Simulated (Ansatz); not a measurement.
**NiF under changes of volume**

One of the cells (12.728 Å³/atom); the others are scaled copies at fixed shape and fractional positions:

```
Ni F
1.0
     0.00000    2.33484    2.33484
     2.33484    0.00000    2.33484
     2.33484    2.33484    0.00000
Ni F
1 1
Cartesian
  0.0000 0.0000 0.0000
  3.5023 3.5023 3.5023
```

The cell was built by a generator and needn't be a form met in nature.

```yaml
Program: Ansatz 0.2.0
Functional: PBE
Potentials_or_basis: all-electron LAPW, scalar-relativistic
Cutoff: 447 eV (chosen from the basis error)
Basis_error_allowed: 0.0005 eV/atom
k_mesh: 10 × 10 × 10
Occupations: fermi-dirac, width 0.05 eV
Spin: collinear spin, ferromagnetic start
Starting_moments: "[1.0, 0.0] μB"
```

```tsv
volume (Å³/atom)	energy over the lowest point (meV/atom)	pressure (GPa)	moment (μB per cell)
11.965	71.81	14.6	1.15
12.219	51.00	11.9	1.16
12.474	34.24	9.5	1.16
12.728	21.11	7.3	1.17
12.983	?	?	?
13.237	4.30	3.6	1.19
13.492	0.00	2.0	1.19
```

Problem. What does the run at 12.983 Å³/atom give?

Solution. Energy over the lowest point 11.24 meV/atom; pressure 5.4 GPa; moment 1.18 μB per cell.

Worked out: A Birch-Murnaghan fit of order 3 (a polynomial in V^(-2/3)) to the other rows has its minimum at 13.85 Å³/atom, just outside them, with B0 = V·E''(V) = 70 GPa and B' = 4.8. It gives 11.23 meV/atom at 12.983 Å³/atom, against the run's 11.24, and -dE/dV = 5.3 GPa, against 5.4. A straight line through the other rows of the moment, of slope 0.0278 μB per Å³/atom, gives 1.18 μB, against the run's 1.18.

Energies are extrapolated to zero smearing.

Caveats: a cell with one magnetic atom can't hold antiferromagnetic order, which such compounds often take.
